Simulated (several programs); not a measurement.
What each method gives for WS₂ (2H-MoS2 type)

Measured values to be reproduced:
- volume: 17.68 Å³ an atom (from the lattice constants; a of 2H-WS2; “Random anion distribution in MSxSe2−x (M = Mo, W) crystals and nanosheets”; Literature value quoted from an earlier work; measurement temperature not stated; 2018; pmc:9078701)

WS₂ built on the 2H-MoS2 prototype, relaxed with r2SCAN+rVV10 in Ansatz, was computed with several methods. The symmetry is P6_3/mmc (No. 194, hexagonal); conventional cell a = 3.170 Å, c = 12.491 Å, 18.12 Å³ an atom. W has 6 S at 2.41 Å; S has 3 W at 2.41 Å. The values are computed, spin-unpolarised.

```cif
data_structure
_symmetry_space_group_name_H-M 'P 1'
_symmetry_Int_Tables_number 1
_cell_length_a 3.1699
_cell_length_b 3.1699
_cell_length_c 12.4911
_cell_angle_alpha 90.000
_cell_angle_beta 90.000
_cell_angle_gamma 120.000
_cell_volume 108.70
loop_
_atom_site_label
_atom_site_type_symbol
_atom_site_fract_x
_atom_site_fract_y
_atom_site_fract_z
_atom_site_occupancy
W1 W 0.33333 0.66667 0.25000 1
W2 W 0.66667 0.33333 0.75000 1
S1 S 0.66667 0.33333 0.37511 1
S2 S 0.66667 0.33333 0.12489 1
S3 S 0.33333 0.66667 0.87511 1
S4 S 0.33333 0.66667 0.62489 1
```

Gaps and times are for a single point on this cell; volume and bulk modulus come from each method's own relaxation or energy curve at fixed shape, which is too stiff where a cell has free coordinates or axes. Times are rough, from shared hosts (AMD EPYC 7R13 Processor; Arm Neoverse V1; Arm Neoverse V2), and each method has its own mesh and cell size. A double dagger marks a value from a curve with shape and coordinates held. GFN1-xTB (tblite), GFN2-xTB (tblite) treat a cluster of cells at its zone centre, which samples few k points: where these miss a band edge, the gap comes out too large for that reason alone. Gaps from k meshes are read at a limited set of points (mesh, symmetry points, PBE's band edges), so each method's own least gap may be somewhat smaller. xTB and the PM methods were fitted mostly to molecules, and can miss a solid's gap by electronvolts. Minimal bases can be far off for gaps. Times of the plane-wave ladder aren't listed, since it ran on unlike processors and cards. Curves at held shape can't give the bulk modulus of a layered or molecular crystal, so none is listed. d marks a direct gap, i an indirect one (no mark: not told apart), a dash a value that wasn't computed or didn't pass its checks.

| method | kind | gap (eV) | own volume (Å³/atom) | bulk modulus (GPa) | atoms computed | processor time |
| --- | --- | --- | --- | --- | --- | --- |
| PBE-D3(BJ) | semilocal | – | 17.44 | – | 6 | – |
| r2SCAN+rVV10 | semilocal | – | 18.12 | – | 6 | – |
| PBE-D4 | semilocal | – | 17.53 | – | 6 | – |
| light PBE (260 eV and a coarse mesh) | light plane-wave | 1.04 i | – | – | 6 | 1.9 s |
| GFN1-xTB (tblite) | tight binding | 2.33 | 18.28‡ | – | cluster | 3.1 s |
| PBE+SOC | semilocal | 0.99 i | – | – | 6 | – |
| GFN2-xTB (tblite) | tight binding | 1.39 | 19.07‡ | – | cluster | 5.6 s |
| PBE | semilocal | 1.04 i | – | – | 6 | – |
| LDA | semilocal | 0.96 i | – | – | 6 | – |
| PBE/SZV (CP2K) | small basis | 0.59 i | 18.83‡ | – | 6 | 12 s |
| r2SCAN | semilocal | 1.15 i | – | – | 6 | – |
| HSE06 | hybrid | 1.57 i | – | – | 6 | – |
| PBE/DZVP (CP2K) | small basis | 1.08 i | 18.36‡ | – | 6 | 28 s |
| LC-ωPBE | hybrid | 5.47 i | – | – | 6 | – |
| PBE0 | hybrid | 2.23 i | – | – | 6 | – |
| DDH-PBE0 | hybrid | 1.46 i | – | – | 6 | – |

Against HSE06 (1.57 eV) and with closed or daggered gaps left aside, the nearest gap at the points sampled is that of DDH-PBE0 (-0.11 eV) and the farthest that of LC-ωPBE (+3.90 eV). HSE06 is only a yardstick of convenience, and nearness to it can be luck.

Runs without a result: GLLB-SC (GPAW) (single point), PM7 (MOPAC) (single point, out of time).

Comparison with experiment:
- Volume, measured 17.68 Å³ an atom: PBE-D3(BJ) -1.4 %, r2SCAN+rVV10 +2.4 %, PBE-D4 -0.9 %.
The calculations are for a static lattice; samples hold vibrations, temperature and, in optical gaps, excitons. A measured value is shown where most reports agree with it, and only for the quantities listed.

Only the rows marked +SOC include spin-orbit coupling.
